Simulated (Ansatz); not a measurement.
# HfCo2: the cost of one run

Method: DFT PBEsol, scalar-relativistic, plane waves, PAW, in Ansatz 0.2.0.

2 further runs of the same task are left out: 2 set aside as unsound or not needed. Runs told in other sessions of the task aren't counted.

### 1 The system as given

Symmetry: Fd-3m, No. 227, cubic system. Conventional cell: a = 6.770 Å, b = 6.770 Å, c = 6.770 Å, α = 90.00°, β = 90.00°, γ = 90.00°. Hf (site symmetry -43m) is surrounded by 12 Co at 2.81 Å and 4 Hf at 2.93 Å. Co (site symmetry -3m) has 6 Co at 2.39 Å and 6 Hf at 2.81 Å in its first shell of neighbours.

Coordinates:

```cif
data_structure
_symmetry_space_group_name_H-M 'Fd-3m:1'
_symmetry_Int_Tables_number 227
_cell_length_a 6.7701
_cell_length_b 6.7701
_cell_length_c 6.7701
_cell_angle_alpha 90.000
_cell_angle_beta 90.000
_cell_angle_gamma 90.000
_cell_volume 310.30
loop_
_atom_site_label
_atom_site_type_symbol
_atom_site_symmetry_multiplicity
_atom_site_Wyckoff_symbol
_atom_site_fract_x
_atom_site_fract_y
_atom_site_fract_z
_atom_site_occupancy
Hf1 Hf 8 a 0.50000 0.00000 0.50000 1
Co1 Co 16 d 0.12500 0.62500 0.12500 1
```

It is the result of an earlier relaxation at this level (volume 12.93 Å³/atom; gap on the mesh: none (metal), site moments up to 0.2 μB).

### 2 Bands, states and charges

File input.yaml:

```yaml
crystal:
  lattice:
    - [0.0, 3.385050414, 3.385050414]
    - [3.385050414, 0.0, 3.385050414]
    - [3.385050414, 3.385050414, 0.0]
  atoms:
    - { symbol: Hf, position: [0.5, 0.5, 0.5] }
    - { symbol: Hf, position: [0.75, 0.75, 0.75] }
    - { symbol: Co, position: [0.125, 0.125, 0.125], spin: 0.18 }
    - { symbol: Co, position: [0.625, 0.125, 0.125], spin: 0.18 }
    - { symbol: Co, position: [0.125, 0.125, 0.625], spin: 0.18 }
    - { symbol: Co, position: [0.125, 0.625, 0.125], spin: 0.18 }
basis:
  ecutwfc: 420
kpoints:
  mp_grid: { grid: [10, 10, 10] }
  band_path:
    path:
      - [[0.0, 0.0, 0.0], [0.5, 0.0, 0.5], [0.625, 0.25, 0.625]]
      - [[0.375, 0.375, 0.75], [0.0, 0.0, 0.0], [0.5, 0.5, 0.5], [0.5, 0.25, 0.75], [0.5, 0.0, 0.5]]
    npoints: 14
hamiltonian:
  xc: pbesol
scf:
  occupations: { method: gaussian, width: 0.1 }
  n_extra_bands: 15
output:
  forces: true
  stress: true
  eigenvalues: true
  populations: true
  dos: { projected: true, de: 0.02, nscf_kmesh: { grid: [15, 15, 15] } }
  bader: true
  write_density: true
  write_potential: true
  elf: true
  volumetric_format: npy
magnetization:
  spin_polarized: true
checkpoint:
  read: start.run
  write: ck
  compress: false
  write_wavefunctions: false
  write_every: 100000
```

Run with:

```bash
ansatz run input.yaml --threads 1 --pin off --max-ram 2560MiB --backend cpu --events-out ev --progress --plain --runs-dir out
```

**Question.** How long does this run take on 1 thread of Arm Neoverse V2, shared host, and how much memory does it need?

About 2.8 min, with a peak of 0.81 GiB.
